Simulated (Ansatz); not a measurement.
# Manganese, diamond under r²SCAN: from relaxation to bulk modulus

What does r²SCAN give for manganese in the diamond structure? We relax it, solve it on a dense k-mesh, switch on spin-orbit coupling, then scale the cell to 7 volumes from 88 to 112 % of the relaxed one and try a fit of the equation of state. The start is ferromagnetic. The k-meshes are 11×11×11 for the relaxation; 18×18×18 for the dense run; 11×11×11 for spin-orbit coupling; 13×13×13 for the volumes.

Method: DFT r2SCAN, plane waves (500 eV) with PAW, scalar-relativistic; PAW files made under PBE, frozen cores solved again for the functional, in Ansatz 0.2.0.

**1. Starting point**

It takes space group Fd-3m (No. 227, cubic). Conventional cell: a = 5.025 Å, b = 5.025 Å, c = 5.025 Å, α = 90.00°, β = 90.00°, γ = 90.00°. Mn (site symmetry -43m) is surrounded by 4 Mn at 2.18 Å.

Structure file:

```cif
data_structure
_symmetry_space_group_name_H-M 'Fd-3m:1'
_symmetry_Int_Tables_number 227
_cell_length_a 5.0251
_cell_length_b 5.0251
_cell_length_c 5.0251
_cell_angle_alpha 90.000
_cell_angle_beta 90.000
_cell_angle_gamma 90.000
_cell_volume 126.89
loop_
_atom_site_label
_atom_site_type_symbol
_atom_site_symmetry_multiplicity
_atom_site_Wyckoff_symbol
_atom_site_fract_x
_atom_site_fract_y
_atom_site_fract_z
_atom_site_occupancy
Mn1 Mn 8 b 0.75000 0.75000 0.75000 1
```

The atoms start with moments of +3 ×2 μB.

**2. Relaxing cell and atoms**

Input file input.yaml:

```yaml
crystal:
  lattice:
    - [0.0, 2.5125686141, 2.5125686141]
    - [2.5125686141, 0.0, 2.5125686141]
    - [2.5125686141, 2.5125686141, 0.0]
  atoms:
    - { symbol: Mn, position: [0.125, 0.125, 0.125], spin: 3.0 }
    - { symbol: Mn, position: [0.875, 0.875, 0.875], spin: 3.0 }
hamiltonian:
  xc: r2scan
  pseudopotentials:
    kind: paw
    azcp:
      Mn: "pseudopotentials/Mn.paw.azcp"
basis:
  ecutwfc: 500
  fft_grid_basis: typed
kpoints:
  mp_grid: { grid: [11, 11, 11], shift: [0, 0, 0] }
magnetization:
  spin_polarized: true
scf:
  occupations: { method: fermi_dirac, width: 0.05 }
relax:
  max_steps: 60
  f_tol: 0.01
  cell: {}
```

On the command line:

```sh
> ansatz run input.yaml --threads 1 --pin off --max-ram 3584MiB --backend cpu --events-out ev --progress --plain --runs-dir out
```

Further steps of the session: Single point on a dense mesh; With spin-orbit coupling; At 88 % of the relaxed volume; At 92 % of the relaxed volume; At 96 % of the relaxed volume; At 100 % of the relaxed volume; At 104 % of the relaxed volume; At 108 % of the relaxed volume; At 112 % of the relaxed volume.

What does the calculation give? Wanted: space group; conventional cell; volume; shortest distance; gap on the mesh; magnetic state; relative to alpha-Mn; magnetic state with spin-orbit coupling.

As calculated:

| quantity | value |
| --- | --- |
| space group (spins left aside) | Fd-3m (No. 227) |
| conventional cell | a = 4.895 Å |
| volume | 14.659 Å³/atom |
| shortest distance | 2.120 Å |
| gap on the mesh | none (levels filled in part) |
| magnetic state | antiferromagnetic, up to 2.26 μB per atom |
| relative to alpha-Mn (A12), ferrimagnetic | +1466 meV/atom |
| magnetic state with spin-orbit coupling | antiferromagnetic, up to 2.09 μB per atom |

What this shows: The relaxation shrank the cell by 7.6 % in volume. It lies 1466 meV/atom above the element's reference form at the same level (alpha-Mn (A12), ferrimagnetic, from a run of its own), so it is far from stable. It ends antiferromagnetic, with up to 2.26 μB per atom. That is not the order it started in. No gap shows: it is a metal or semimetal at this level. The largest spin moment is 2.09 μB in the spin-orbit run and 2.26 μB without; mesh and site projection of the two kinds of run can differ, so the change can't be laid on spin-orbit coupling. The total energy of the spin-orbit run lies +1.1 eV/atom from the scalar one, but the two kinds of run don't share a zero of energy: only differences within one kind count. The symmetry was held, so the structure may be unstable against distortions that break it.
